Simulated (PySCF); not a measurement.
**Sn(2+): excitation energy in aug-cc-pwCVTZ-DK3 plus 1 even-tempered diffuse shell per l**

Aim: the excitation energy of tin from differences of total energies, at each level of theory, and how far each lands from the tabulated value where there is one.

Program: PySCF 2.14.0. Level of theory: unrestricted determinants in a Gaussian basis, no spin-orbit coupling in the energies. These are calculated values, not measurements, unless marked.

### Step 1. The atom as given

- Element: tin (Z = 50)
- Basis: aug-cc-pwCVTZ-DK3 with one added diffuse shell each of s, p, d, f type (11s10p8d5f1g, 125 functions)
- Hamiltonian: scalar relativity by spin-free X2C-1e
- State 1: Sn(2+): [Kr] 4d9 5s2 6s1, high-spin 3D determinant (an excited configuration)
- Needed too, but not shown: Sn(2+) [Kr] 4d10 5s2 (1S)
- Methods: UHF, LDA, PBE, PBE0, r2SCAN, TPSSh, PW91, revPBE, MP2
- Core shells frozen in the correlated runs: valence: [Kr] 4d9; valence and next inner shell: [Ar] 3d10 (for Sn(2+))

Outer shells as boxes (Hund's rule):

Sn2+ [Kr] 4d9 5s2 6s1
```
[Kr] core
4d [↑↓][↑↓][↑↓][↑↓][↑ ]
5s [↑↓]
6s [↑ ]
```

The runs were made by one driver on top of PySCF. The scripts below sum up each run's settings (the driver also hands on starting orbitals that pick excited configurations, and frozen orbitals as a list rather than a count), and the logs come from the driver's own runs. The driver starts from symmetry-adapted Hartree-Fock orbitals, holds the occupation by maximum overlap and uses a logarithmic radial grid for functionals, so a plain start would take other cycles.

The driver's launch:

```bash
OMP_NUM_THREADS=1 python atomrun2.py TASK.json OUT
```

The integrals over 125 functions and the set-up took 7.9 s of CPU time.

### Step 2. Sn(2+) [Kr] 4d9 5s2 6s1: the ladder of methods

#### UHF

input.py

```python
from pyscf import gto, scf, dft, mp, cc
import basis_set_exchange as bse
mol = gto.M(atom="Sn 0 0 0", charge=2, spin=2, symmetry="D2h",
            basis=gto.basis.parse(bse.get_basis("aug-cc-pwCVTZ-DK3", elements=["Sn"], fmt="nwchem", header=False, augment_diffuse=1)),
            nucmod="G")
mf = scf.UHF(mol).sfx2c1e()
mf.irrep_nelec = {'Ag': (10, 8), 'B1g': (2, 2), 'B2g': (2, 2), 'B3g': (2, 2), 'B1u': (3, 3), 'B2u': (3, 3), 'B3u': (3, 3)}
mf.kernel()
```

Output:

```text
damping factor = 0
level_shift factor = 0
DIIS = <class 'pyscf.scf.diis.CDIIS'>
diis_start_cycle = 1
diis_space = 10
diis_damp = 0
SCF conv_tol = 1e-09
SCF conv_tol_grad = None
number electrons alpha = 25  beta = 23
cycle= 1 E= -6171.4179739787  delta_E= -0.0065  |g|= 0.0293  |ddm|= 0.075
cycle= 2 E= -6171.41812558672  delta_E= -0.000152  |g|= 0.0052  |ddm|= 0.0118
cycle= 3 E= -6171.41813241518  delta_E= -6.83e-06  |g|= 0.000564  |ddm|= 0.00667
cycle= 4 E= -6171.41813332788  delta_E= -9.13e-07  |g|= 0.000357  |ddm|= 0.00384
cycle= 5 E= -6171.4181342084  delta_E= -8.81e-07  |g|= 0.00029  |ddm|= 0.00406
cycle= 6 E= -6171.41813594099  delta_E= -1.73e-06  |g|= 0.00023  |ddm|= 0.00917
cycle= 7 E= -6171.41813917149  delta_E= -3.23e-06  |g|= 5.25e-05  |ddm|= 0.0316
cycle= 8 E= -6171.4181393108  delta_E= -1.39e-07  |g|= 6.41e-06  |ddm|= 0.00763
cycle= 9 E= -6171.41813931117  delta_E= -3.62e-10  |g|= 9.77e-07  |ddm|= 0.000358
converged SCF energy = -6171.41813931117  <S^2> = 2.0018067  2S+1 = 3.0012042
```

It used 5.9 s of CPU time after the integrals (shared host).

Orbital energies by shell (radii are means over both spins):

```
shell  electrons  mean orbital energy (eV)  spread (eV)  rms radius (bohr)
 1s α          1                  -29373.3            0             0.0336
 1s β          1                  -29373.3            0             0.0336
 2s α          1                   -4554.2            0              0.136
 2s β          1                   -4553.7            0              0.136
 2p α          3                   -4087.2        0.535              0.121
 2p β          3                   -4086.6        0.075              0.121
 3s α          1                   -943.75            0              0.361
 3s β          1                   -943.43            0              0.361
 3p α          3                   -786.84        1.016              0.362
 3p β          3                   -786.50        0.678              0.362
 3d α          5                   -545.04        1.187              0.341
 3d β          5                   -544.35        1.845              0.341
 4s α          1                   -190.72            0              0.868
 4s β          1                   -188.06            0              0.868
 4p α          3                   -140.37        2.122              0.941
 4p β          3                   -137.25        1.635              0.941
 4d α          5                   -64.737        2.528               1.14
 4d β          4                   -63.306        1.887               1.14
 5s α          1                   -35.333            0               2.24
 5s β          1                   -34.576            0               2.24
 6s α          1                   -13.076            0               5.10
```

⟨S²⟩ = 2.002, ⟨L²⟩ = 6.02.

Spin-orbit constants on these orbitals (cm⁻¹; bare nucleus, screened nucleus, mean field): 4d 4324, 3459, n/a. To first order in LS coupling the lowest level has J = 3 and lies 0.429 eV below the centre of the term.

#### LDA

Changes to input.py:

```diff
@@ -5,3 +5,3 @@
             nucmod="G")
-mf = scf.UHF(mol).sfx2c1e()
+mf = dft.UKS(mol, xc="LDA,VWN").sfx2c1e()
 mf.irrep_nelec = {'Ag': (10, 8), 'B1g': (2, 2), 'B2g': (2, 2), 'B3g': (2, 2), 'B1u': (3, 3), 'B2u': (3, 3), 'B3u': (3, 3)}
```

Output:

```text
damping factor = 0
level_shift factor = 0
DIIS = <class 'pyscf.scf.diis.CDIIS'>
diis_start_cycle = 1
diis_space = 10
diis_damp = 0
SCF conv_tol = 1e-09
SCF conv_tol_grad = None
number electrons alpha = 25  beta = 23
XC functionals = LDA,VWN
    P. A. M. Dirac.,  Math. Proc. Cambridge Philos. Soc. 26, 376 (1930)
    F. Bloch.,  Z. Phys. 57, 545 (1929)
    S. H. Vosko, L. Wilk, and M. Nusair.,  Can. J. Phys. 58, 1200 (1980)
cycle= 1 E= -6168.0705646617  delta_E= -0.0303  |g|= 0.0843  |ddm|= 1.87
cycle= 2 E= -6168.07087582207  delta_E= -0.000311  |g|= 0.0315  |ddm|= 0.199
cycle= 3 E= -6168.07130977929  delta_E= -0.000434  |g|= 0.0104  |ddm|= 0.28
cycle= 4 E= -6168.07244728566  delta_E= -0.00114  |g|= 0.00668  |ddm|= 0.52
cycle= 5 E= -6168.07105119083  delta_E= 0.0014  |g|= 0.0044  |ddm|= 1.16
cycle= 6 E= -6168.07090293503  delta_E= 0.000148  |g|= 0.00132  |ddm|= 0.17
cycle= 7 E= -6168.07088486443  delta_E= 1.81e-05  |g|= 0.000544  |ddm|= 0.141
cycle= 8 E= -6168.07088160366  delta_E= 3.26e-06  |g|= 0.000328  |ddm|= 0.071
cycle= 9 E= -6168.07087986544  delta_E= 1.74e-06  |g|= 1.69e-05  |ddm|= 0.0247
cycle= 10 E= -6168.07087985949  delta_E= 5.95e-09  |g|= 2.16e-06  |ddm|= 0.00162
cycle= 11 E= -6168.07087985957  delta_E= -8.55e-11  |g|= 3.15e-06  |ddm|= 0.000236
converged SCF energy = -6168.07087985957  <S^2> = 2.0001747  2S+1 = 3.0001165
```

CPU time 2.8 s on a shared host, the integrals not counted.

#### PBE

Changes to input.py:

```diff
@@ -5,3 +5,3 @@
             nucmod="G")
-mf = dft.UKS(mol, xc="LDA,VWN").sfx2c1e()
+mf = dft.UKS(mol, xc="PBE").sfx2c1e()
 mf.irrep_nelec = {'Ag': (10, 8), 'B1g': (2, 2), 'B2g': (2, 2), 'B3g': (2, 2), 'B1u': (3, 3), 'B2u': (3, 3), 'B3u': (3, 3)}
```

Output:

```text
damping factor = 0
level_shift factor = 0
DIIS = <class 'pyscf.scf.diis.CDIIS'>
diis_start_cycle = 1
diis_space = 10
diis_damp = 0
SCF conv_tol = 1e-09
SCF conv_tol_grad = None
number electrons alpha = 25  beta = 23
XC functionals = PBE
    J. P. Perdew, K. Burke, and M. Ernzerhof.,  Phys. Rev. Lett. 77, 3865 (1996)
    J. P. Perdew, K. Burke, and M. Ernzerhof.,  Phys. Rev. Lett. 78, 1396 (1997)
    J. P. Perdew, K. Burke, and M. Ernzerhof.,  Phys. Rev. Lett. 77, 3865 (1996)
    J. P. Perdew, K. Burke, and M. Ernzerhof.,  Phys. Rev. Lett. 78, 1396 (1997)
cycle= 1 E= -6173.69635774823  delta_E= -0.02  |g|= 0.0589  |ddm|= 1.48
cycle= 2 E= -6173.69657863775  delta_E= -0.000221  |g|= 0.0123  |ddm|= 0.101
cycle= 3 E= -6173.69671471204  delta_E= -0.000136  |g|= 0.0032  |ddm|= 0.137
cycle= 4 E= -6173.69677882432  delta_E= -6.41e-05  |g|= 0.00374  |ddm|= 0.0452
cycle= 5 E= -6173.69656313818  delta_E= 0.000216  |g|= 0.000954  |ddm|= 0.315
cycle= 6 E= -6173.69656049545  delta_E= 2.64e-06  |g|= 0.000333  |ddm|= 0.0398
cycle= 7 E= -6173.69655999609  delta_E= 4.99e-07  |g|= 0.000168  |ddm|= 0.042
cycle= 8 E= -6173.69655980926  delta_E= 1.87e-07  |g|= 5.66e-05  |ddm|= 0.0167
cycle= 9 E= -6173.69655978089  delta_E= 2.84e-08  |g|= 6.21e-06  |ddm|= 0.00449
cycle= 10 E= -6173.69655978226  delta_E= -1.38e-09  |g|= 1.28e-05  |ddm|= 0.000345
cycle= 11 E= -6173.69655978046  delta_E= 1.8e-09  |g|= 8.5e-07  |ddm|= 0.000666
cycle= 12 E= -6173.69655978046  delta_E= 5.46e-12  |g|= 1.45e-08  |ddm|= 7.16e-05
converged SCF energy = -6173.69655978046  <S^2> = 2.0003555  2S+1 = 3.000237
```

It used 5.4 s of CPU time after the integrals (shared host).

#### PBE0

Changes to input.py:

```diff
@@ -5,3 +5,3 @@
             nucmod="G")
-mf = dft.UKS(mol, xc="PBE").sfx2c1e()
+mf = dft.UKS(mol, xc="PBE0").sfx2c1e()
 mf.irrep_nelec = {'Ag': (10, 8), 'B1g': (2, 2), 'B2g': (2, 2), 'B3g': (2, 2), 'B1u': (3, 3), 'B2u': (3, 3), 'B3u': (3, 3)}
```

Output:

```text
damping factor = 0
level_shift factor = 0
DIIS = <class 'pyscf.scf.diis.CDIIS'>
diis_start_cycle = 1
diis_space = 10
diis_damp = 0
SCF conv_tol = 1e-09
SCF conv_tol_grad = None
number electrons alpha = 25  beta = 23
XC functionals = PBE0
    C. Adamo and V. Barone.,  J. Chem. Phys. 110, 6158 (1999)
    M. Ernzerhof and G. E. Scuseria.,  J. Chem. Phys. 110, 5029 (1999)
cycle= 1 E= -6173.7595791709  delta_E= -0.0128  |g|= 0.0377  |ddm|= 1.21
cycle= 2 E= -6173.75972069913  delta_E= -0.000142  |g|= 0.00752  |ddm|= 0.168
cycle= 3 E= -6173.75972793536  delta_E= -7.24e-06  |g|= 0.00427  |ddm|= 0.0345
cycle= 4 E= -6173.75972989364  delta_E= -1.96e-06  |g|= 0.000207  |ddm|= 0.00569
cycle= 5 E= -6173.75972994844  delta_E= -5.48e-08  |g|= 4.32e-05  |ddm|= 0.00536
cycle= 6 E= -6173.75972999159  delta_E= -4.32e-08  |g|= 5.05e-05  |ddm|= 0.00179
cycle= 7 E= -6173.75972994124  delta_E= 5.04e-08  |g|= 3.8e-05  |ddm|= 0.00196
cycle= 8 E= -6173.75972988158  delta_E= 5.97e-08  |g|= 1.11e-06  |ddm|= 0.00542
cycle= 9 E= -6173.75972988156  delta_E= 1.64e-11  |g|= 1.16e-07  |ddm|= 0.000102
converged SCF energy = -6173.75972988156  <S^2> = 2.0005829  2S+1 = 3.0003885
```

It used 6.4 s of CPU time after the integrals (shared host).

#### r2SCAN

Changes to input.py:

```diff
@@ -5,3 +5,3 @@
             nucmod="G")
-mf = dft.UKS(mol, xc="PBE0").sfx2c1e()
+mf = dft.UKS(mol, xc="R2SCAN").sfx2c1e()
 mf.irrep_nelec = {'Ag': (10, 8), 'B1g': (2, 2), 'B2g': (2, 2), 'B3g': (2, 2), 'B1u': (3, 3), 'B2u': (3, 3), 'B3u': (3, 3)}
```

Output:

```text
damping factor = 0
level_shift factor = 0
DIIS = <class 'pyscf.scf.diis.CDIIS'>
diis_start_cycle = 1
diis_space = 10
diis_damp = 0
SCF conv_tol = 1e-09
SCF conv_tol_grad = None
number electrons alpha = 25  beta = 23
XC functionals = R2SCAN
    J. W. Furness, A. D. Kaplan, J. Ning, J. P. Perdew, and J. Sun.,  J. Phys. Chem. Lett. 11, 8208-8215 (2020)
    J. W. Furness, A. D. Kaplan, J. Ning, J. P. Perdew, and J. Sun.,  J. Phys. Chem. Lett. 11, 9248-9248 (2020)
    J. W. Furness, A. D. Kaplan, J. Ning, J. P. Perdew, and J. Sun.,  J. Phys. Chem. Lett. 11, 8208-8215 (2020)
    J. W. Furness, A. D. Kaplan, J. Ning, J. P. Perdew, and J. Sun.,  J. Phys. Chem. Lett. 11, 9248-9248 (2020)
cycle= 1 E= -6174.0873073754  delta_E= -0.0137  |g|= 0.0489  |ddm|= 1.29
cycle= 2 E= -6174.08745894338  delta_E= -0.000152  |g|= 0.0144  |ddm|= 0.12
cycle= 3 E= -6174.08746978073  delta_E= -1.08e-05  |g|= 0.00401  |ddm|= 0.0142
cycle= 4 E= -6174.08747162241  delta_E= -1.84e-06  |g|= 0.000385  |ddm|= 0.00652
cycle= 5 E= -6174.08747168499  delta_E= -6.26e-08  |g|= 5.57e-05  |ddm|= 0.00318
cycle= 6 E= -6174.08747173268  delta_E= -4.77e-08  |g|= 5.53e-05  |ddm|= 0.00263
cycle= 7 E= -6174.08747173036  delta_E= 2.31e-09  |g|= 5.5e-05  |ddm|= 0.000117
cycle= 8 E= -6174.08747158917  delta_E= 1.41e-07  |g|= 1.74e-05  |ddm|= 0.0137
cycle= 9 E= -6174.08747159129  delta_E= -2.12e-09  |g|= 1.05e-05  |ddm|= 0.00134
cycle= 10 E= -6174.08747158974  delta_E= 1.55e-09  |g|= 5.12e-06  |ddm|= 0.00223
cycle= 11 E= -6174.08747158935  delta_E= 3.91e-10  |g|= 2.5e-07  |ddm|= 0.000639
converged SCF energy = -6174.08747158935  <S^2> = 2.0012278  2S+1 = 3.0008184
```

CPU time 9.3 s on a shared host, the integrals not counted.

#### TPSSh

Changes to input.py:

```diff
@@ -5,3 +5,3 @@
             nucmod="G")
-mf = dft.UKS(mol, xc="R2SCAN").sfx2c1e()
+mf = dft.UKS(mol, xc="TPSSH").sfx2c1e()
 mf.irrep_nelec = {'Ag': (10, 8), 'B1g': (2, 2), 'B2g': (2, 2), 'B3g': (2, 2), 'B1u': (3, 3), 'B2u': (3, 3), 'B3u': (3, 3)}
```

Output:

```text
damping factor = 0
level_shift factor = 0
DIIS = <class 'pyscf.scf.diis.CDIIS'>
diis_start_cycle = 1
diis_space = 10
diis_damp = 0
SCF conv_tol = 1e-09
SCF conv_tol_grad = None
number electrons alpha = 25  beta = 23
XC functionals = TPSSH
    V. N. Staroverov, G. E. Scuseria, J. Tao, and J. P. Perdew.,  J. Chem. Phys. 119, 12129 (2003)
cycle= 1 E= -6173.84900545873  delta_E= -0.0154  |g|= 0.0558  |ddm|= 2.23
cycle= 2 E= -6173.84918607918  delta_E= -0.000181  |g|= 0.0154  |ddm|= 0.169
cycle= 3 E= -6173.84919758821  delta_E= -1.15e-05  |g|= 0.00394  |ddm|= 0.025
cycle= 4 E= -6173.84919942109  delta_E= -1.83e-06  |g|= 0.00028  |ddm|= 0.0119
cycle= 5 E= -6173.84919958234  delta_E= -1.61e-07  |g|= 8.87e-05  |ddm|= 0.00709
cycle= 6 E= -6173.8491997479  delta_E= -1.66e-07  |g|= 0.000107  |ddm|= 0.00374
cycle= 7 E= -6173.84919927475  delta_E= 4.73e-07  |g|= 2.63e-05  |ddm|= 0.0159
cycle= 8 E= -6173.84919925574  delta_E= 1.9e-08  |g|= 1.6e-06  |ddm|= 0.00388
cycle= 9 E= -6173.84919925576  delta_E= -2.27e-11  |g|= 2.85e-07  |ddm|= 0.000133
converged SCF energy = -6173.84919925576  <S^2> = 2.0006473  2S+1 = 3.0004315
```

CPU time 9.7 s on a shared host, the integrals not counted.

#### PW91

Changes to input.py:

```diff
@@ -5,3 +5,3 @@
             nucmod="G")
-mf = dft.UKS(mol, xc="TPSSH").sfx2c1e()
+mf = dft.UKS(mol, xc="PW91,PW91").sfx2c1e()
 mf.irrep_nelec = {'Ag': (10, 8), 'B1g': (2, 2), 'B2g': (2, 2), 'B3g': (2, 2), 'B1u': (3, 3), 'B2u': (3, 3), 'B3u': (3, 3)}
```

Output:

```text
damping factor = 0
level_shift factor = 0
DIIS = <class 'pyscf.scf.diis.CDIIS'>
diis_start_cycle = 1
diis_space = 10
diis_damp = 0
SCF conv_tol = 1e-09
SCF conv_tol_grad = None
number electrons alpha = 25  beta = 23
XC functionals = PW91,PW91
    J. P. Perdew. In P. Ziesche and H. Eschrig, editors, Proceedings of the 75. WE-Heraeus-Seminar and 21st Annual International Symposium on Electronic Structure of Solids, 11. Berlin, 1991. Akademie Verlag.
    J. P. Perdew, J. A. Chevary, S. H. Vosko, K. A. Jackson, M. R. Pederson, D. J. Singh, and C. Fiolhais.,  Phys. Rev. B 46, 6671 (1992)
    J. P. Perdew, J. A. Chevary, S. H. Vosko, K. A. Jackson, M. R. Pederson, D. J. Singh, and C. Fiolhais.,  Phys. Rev. B 48, 4978 (1993)
    J. P. Perdew. In P. Ziesche and H. Eschrig, editors, Proceedings of the 75. WE-Heraeus-Seminar and 21st Annual International Symposium on Electronic Structure of Solids, 11. Berlin, 1991. Akademie Verlag.
    J. P. Perdew, J. A. Chevary, S. H. Vosko, K. A. Jackson, M. R. Pederson, D. J. Singh, and C. Fiolhais.,  Phys. Rev. B 46, 6671 (1992)
    J. P. Perdew, J. A. Chevary, S. H. Vosko, K. A. Jackson, M. R. Pederson, D. J. Singh, and C. Fiolhais.,  Phys. Rev. B 48, 4978 (1993)
cycle= 1 E= -6174.59964895132  delta_E= -0.0212  |g|= 0.0545  |ddm|= 1.47
cycle= 2 E= -6174.59988071607  delta_E= -0.000232  |g|= 0.0107  |ddm|= 0.175
cycle= 3 E= -6174.60013168736  delta_E= -0.000251  |g|= 0.00652  |ddm|= 0.188
cycle= 4 E= -6174.60060906856  delta_E= -0.000477  |g|= 0.00661  |ddm|= 0.208
cycle= 5 E= -6174.59985919417  delta_E= 0.00075  |g|= 0.00127  |ddm|= 0.564
cycle= 6 E= -6174.59985301438  delta_E= 6.18e-06  |g|= 0.000441  |ddm|= 0.0748
cycle= 7 E= -6174.59985123055  delta_E= 1.78e-06  |g|= 3.64e-05  |ddm|= 0.0359
cycle= 8 E= -6174.59985122821  delta_E= 2.34e-09  |g|= 1.75e-05  |ddm|= 0.00181
cycle= 9 E= -6174.59985123755  delta_E= -9.34e-09  |g|= 3.11e-05  |ddm|= 0.00202
cycle= 10 E= -6174.59985122673  delta_E= 1.08e-08  |g|= 3.85e-06  |ddm|= 0.00139
cycle= 11 E= -6174.59985122657  delta_E= 1.6e-10  |g|= 6.44e-07  |ddm|= 0.000287
converged SCF energy = -6174.59985122657  <S^2> = 2.0003438  2S+1 = 3.0002292
```

CPU time 4.6 s on a shared host, the integrals not counted.

#### revPBE

Changes to input.py:

```diff
@@ -5,3 +5,3 @@
             nucmod="G")
-mf = dft.UKS(mol, xc="PW91,PW91").sfx2c1e()
+mf = dft.UKS(mol, xc="PBE_R,PBE").sfx2c1e()
 mf.irrep_nelec = {'Ag': (10, 8), 'B1g': (2, 2), 'B2g': (2, 2), 'B3g': (2, 2), 'B1u': (3, 3), 'B2u': (3, 3), 'B3u': (3, 3)}
```

Output:

```text
damping factor = 0
level_shift factor = 0
DIIS = <class 'pyscf.scf.diis.CDIIS'>
diis_start_cycle = 1
diis_space = 10
diis_damp = 0
SCF conv_tol = 1e-09
SCF conv_tol_grad = None
number electrons alpha = 25  beta = 23
XC functionals = PBE_R,PBE
    Y. Zhang and W. Yang.,  Phys. Rev. Lett. 80, 890 (1998)
    J. P. Perdew, K. Burke, and M. Ernzerhof.,  Phys. Rev. Lett. 77, 3865 (1996)
    J. P. Perdew, K. Burke, and M. Ernzerhof.,  Phys. Rev. Lett. 78, 1396 (1997)
cycle= 1 E= -6173.95948459882  delta_E= -0.0189  |g|= 0.0575  |ddm|= 1.95
cycle= 2 E= -6173.95969773865  delta_E= -0.000213  |g|= 0.011  |ddm|= 0.098
cycle= 3 E= -6173.95976807379  delta_E= -7.03e-05  |g|= 0.00274  |ddm|= 0.0991
cycle= 4 E= -6173.95986187207  delta_E= -9.38e-05  |g|= 0.00332  |ddm|= 0.0833
cycle= 5 E= -6173.95969966242  delta_E= 0.000162  |g|= 0.000844  |ddm|= 0.195
cycle= 6 E= -6173.95968961306  delta_E= 1e-05  |g|= 0.00021  |ddm|= 0.0676
cycle= 7 E= -6173.95968945828  delta_E= 1.55e-07  |g|= 7.54e-05  |ddm|= 0.0151
cycle= 8 E= -6173.95968945312  delta_E= 5.16e-09  |g|= 2.35e-05  |ddm|= 0.00735
cycle= 9 E= -6173.95968944928  delta_E= 3.84e-09  |g|= 9.34e-07  |ddm|= 0.00219
cycle= 10 E= -6173.95968944927  delta_E= 7.28e-12  |g|= 5.13e-07  |ddm|= 6.82e-05
converged SCF energy = -6173.95968944927  <S^2> = 2.0004163  2S+1 = 3.0002775
```

CPU time 4.2 s on a shared host, the integrals not counted.

#### MP2 (valence)

Changes to input.py:

```diff
@@ -5,4 +5,5 @@
             nucmod="G")
-mf = dft.UKS(mol, xc="PBE_R,PBE").sfx2c1e()
+mf = scf.UHF(mol).sfx2c1e()
 mf.irrep_nelec = {'Ag': (10, 8), 'B1g': (2, 2), 'B2g': (2, 2), 'B3g': (2, 2), 'B1u': (3, 3), 'B2u': (3, 3), 'B3u': (3, 3)}
 mf.kernel()
+mp.UMP2(mf, frozen=23).kernel()
```

No log was kept for this step.

It used 1.1 s of CPU time after the integrals (shared host).

With 3 electrons correlated, the MP2 correlation energy is -0.03738 hartree (-0.00413 same spin, -0.03325 opposite spin); the SCS form gives -0.04128. Largest pairs of shells: 5s-5s -0.0264, 5s-6s -0.0110, 6s-6s 0.0000.

### Step 3. Sn(2+) [Kr] 4d9 5s2 6s1, continued

#### MP2 (valence and next inner shell)

Changes to input.py since step 2:

```diff
@@ -8,2 +8,2 @@
 mf.kernel()
-mp.UMP2(mf, frozen=23).kernel()
+mp.UMP2(mf, frozen=14).kernel()
```

The driver printed no log here.

CPU time 1.9 s on a shared host, the integrals not counted.

With 20 electrons correlated, the MP2 correlation energy is -0.66398 hartree (-0.22123 same spin, -0.44275 opposite spin); the SCS form gives -0.60504. Largest pairs of shells: 4d-4d -0.2679, 4p-4d -0.1463, 4d-5s -0.0948, 4p-4p -0.0443, 5s-5s -0.0264.

Radial density 4πr²ρ of Sn(2+) at UHF, without picture-change correction:

```
r (bohr)  density  spin density
0.000474    0.723         0.000
0.000797     1.68         0.000
 0.00134     3.79         0.000
 0.00226     8.30         0.001
 0.00379     17.2         0.001
 0.00638     32.4         0.002
  0.0107     52.1         0.003
  0.0181     64.7         0.002
  0.0304     58.7         0.000
  0.0511     59.9         0.008
  0.0859     82.4         0.064
   0.145     61.1         0.234
   0.243     66.8         0.288
   0.409     36.9         0.004
   0.688     22.3         0.926
    1.16     13.2         0.901
    1.95     2.51         0.165
    3.27    0.391         0.109
    5.51    0.241         0.239
    9.26  0.00750         0.007
```

### Step 4. Differences of total energies

Excitation energy: Sn(2+) [Kr] 4d10 5s2 (1S) → Sn(2+) [Kr] 4d9 5s2 6s1 (3D).

```
                                method  value (eV)
                                   UHF      37.113
                                   LDA      37.935
                                   PBE      37.611
                                  PBE0      37.783
                                r2SCAN      38.076
                                 TPSSh      37.710
                                  PW91      37.660
                                revPBE      37.571
    MP2 (valence and next inner shell)      38.148
SCS-MP2 (valence and next inner shell)      37.995
```

A first-order spin-orbit estimate (lowest level to lowest level, LS coupling) adds -0.429 eV.

The differences also use runs on Sn(2+) [Kr] 4d10 5s2 (1S), which are not shown here.

### Step 5. Outcome

| quantity | value |
| --- | --- |
| excitation energy, Sn(2+) → [Kr] 4d9 5s2 6s1 | UHF 37.113, MP2 (valence and next inner shell) 38.148 eV |

**Reading.** The methods span 1.035 eV, from UHF (37.113) to MP2 (valence and next inner shell) (38.148). No reference value is at hand in this session. The basis is finite, and no extrapolation was made.
